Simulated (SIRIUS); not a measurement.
The system is HfIn4SiO6.

```
Hf In Si O
1.0
     2.41418   -8.12947   -0.00361
     2.41418    8.12947   -0.00361
    -0.98872    0.00000    4.73072
Hf In Si O
1 4 1 6
Direct
  0.00000 0.00000 0.00000
  0.66321 0.33679 0.00000
  0.16197 0.83803 0.50000
  0.33679 0.66321 0.00000
  0.83803 0.16197 0.50000
  0.50000 0.50000 0.50000
  0.73033 0.73033 0.27051
  0.26967 0.26967 0.72949
  0.19575 0.35695 0.27609
  0.64305 0.80425 0.72391
  0.80425 0.64305 0.72391
  0.35695 0.19575 0.27609
```

The cell was built by a generator and needn't be a form met in nature.

* Program: SIRIUS 7.12.0
* Task: single point
* Functional: PBE
* Potentials or basis: PseudoDojo 0.4.1 PBE standard (scalar relativistic)
* Cutoff: 1152 eV
* Density cutoff: 4606 eV
* k mesh: 6 × 6 × 6
* Occupations: fermi-dirac, width 0.05 eV
* Spin: no spin polarisation

On this cell: pressure -0.6 GPa; largest force 0.127 eV/Å; band gap on the k mesh none (metal or under the smearing width).

The same run follows on a disturbed copy (atoms moved at random, drawn with an rms of 0.05 Å):

```
Hf In Si O
1.0
     2.41418   -8.12947   -0.00361
     2.41418    8.12947   -0.00361
    -0.98872    0.00000    4.73072
Hf In Si O
1 4 1 6
Direct
  0.00749 0.00115 0.01233
  0.65318 0.33786 0.99883
  0.15736 0.83417 0.49358
  0.33684 0.66423 0.00371
  0.83184 0.15718 0.49627
  0.49148 0.49217 0.50334
  0.72366 0.72521 0.25822
  0.26326 0.26930 0.73040
  0.19869 0.36226 0.26585
  0.64744 0.80367 0.71860
  0.79709 0.63859 0.73378
  0.35502 0.19540 0.27794
```

Question: What does the disturbed cell give?

Answer: The energy (extrapolated to zero smearing) moves by +16.4 meV/atom; pressure 0.5 GPa; largest force 1.660 eV/Å; band gap on the k mesh none (metal or under the smearing width).

Forces on the atoms (eV/Å):
```
Hf  -0.443  1.075 -1.185
In   0.095 -0.469 -0.131
In  -0.240 -0.222  0.317
In   0.125 -0.137 -0.386
In   0.055 -0.193  0.224
Si   1.297  0.657  0.015
O   -0.548 -0.354  0.969
O   -0.258 -0.277 -0.130
O   -0.489 -0.231  0.437
O   -0.059  0.285  0.145
O    0.216 -0.101 -0.740
O    0.247 -0.030  0.466
```

Stress tensor (GPa, compression positive):
```
 0.97 -0.27 -0.19
-0.27  0.72  0.10
-0.19  0.10 -0.05
```
